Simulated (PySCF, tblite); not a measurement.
**CH9ClO2Si3: geometry, infrared bands and NMR shifts**

Wanted: the infrared bands and NMR shifts of CH9ClO2Si3 (`CO[Si@@H](O[SiH3])[SiH2]Cl`), by calculation.

Computed with tblite 0.8.0 and PySCF 2.14.0, with density-fitted response routines of our own, on a single molecule in the gas phase. Atoms count from 0, in the outputs and in this text.

### 1 The molecule as given

16 atoms, charge 0, multiplicity 1; geometry from: force field or distance geometry start.

Bonds of the start (Å): C0–O1 1.42, O1–Si2 1.67, Si2–O3 1.67, O3–Si4 1.64, Si2–Si5 2.34, Si5–Cl6 2.06, C0–H7 1.09, C0–H8 1.09, C0–H9 1.11, Si2–H10 1.47, Si4–H11 1.48, Si4–H12 1.48, Si4–H13 1.48, Si5–H14 1.49, Si5–H15 1.50.

### 2 Relaxing the molecule with GFN2-xTB

Job settings and geometry (Å):

```
{"job": {"kind": "relax", "xc": "GFN2-xTB", "basis": "xTB"}, "charge": 0, "multiplicity": 1}
C     -1.671900    -2.217700     0.267300
O     -1.487100    -0.881100     0.714400
Si    -0.008400    -0.153900     0.414800
O      0.231000    -0.097600    -1.235700
Si     1.338600     0.478000    -2.302300
Si     0.046400     1.975500     1.377400
Cl     1.907200     2.823200     1.119800
H     -0.942800    -2.896500     0.714100
H     -1.635800    -2.273500    -0.824400
H     -2.681700    -2.538100     0.589100
H      1.039700    -0.999900     1.012200
H      1.282200     1.957000    -2.293700
H      1.004200    -0.014700    -3.656700
H      2.698800     0.018800    -1.926500
H     -0.933700     2.908500     0.748500
H     -0.194100     1.921100     2.860800
```

Launch:

```bash
> OMP_NUM_THREADS=1 python probes_run.py task.json out
```

The driver reads the jobs from task.json and runs them one after another.

**Question.** This job is followed by: GFN2-xTB harmonic vibrations, gas phase; GIAO PBE0/pcSseg-1 NMR shielding, non-relativistic, gas phase. What will the session give for the following? strongest single infrared mode (GFN2-xTB); zero-point energy (GFN2-xTB); 13C shifts against TMS (PBE0/pcSseg-1); 1H shifts against TMS (PBE0/pcSseg-1, means over atoms taken as alike); 17O shifts against H2O (PBE0/pcSseg-1); 29Si shifts against TMS (PBE0/pcSseg-1); 35Cl shifts against HCl (PBE0/pcSseg-1).

The runs gave:

| quantity | value |
| --- | --- |
| strongest single infrared mode (GFN2-xTB) | 650 cm⁻¹, 691 km/mol |
| zero-point energy (GFN2-xTB) | 60.3 kcal/mol |
| 13C shifts against TMS (PBE0/pcSseg-1) | 52.7 ppm |
| 1H shifts against TMS (PBE0/pcSseg-1, means over atoms taken as alike) | 5.40, 5.28, 5.23, 4.94, 3.93 ppm |
| 17O shifts against H2O (PBE0/pcSseg-1) | 42.5, 42.3 ppm |
| 29Si shifts against TMS (PBE0/pcSseg-1) | -28.8, -41.6, -48.5 ppm |
| 35Cl shifts against HCl (PBE0/pcSseg-1) | -126 ppm |

**Reading.** Relaxing lowered the energy by 0.339 eV in 123 steps; the close pair that moved most is O1–Si2, from 1.675 to 1.621 Å. The lowest mode is imaginary (25i cm⁻¹), so the xTB geometry is not a minimum. The strongest single mode, at 650 cm⁻¹, is carried by H10, H15, H14. GFN2-xTB is a fitted tight-binding method: band positions and strengths are rough. Its intensities can rank the bands wrongly. At PBE0/pcSseg-1: Shielding is most anisotropic at O1 (span 141 ppm, paramagnetic term -107 ppm).
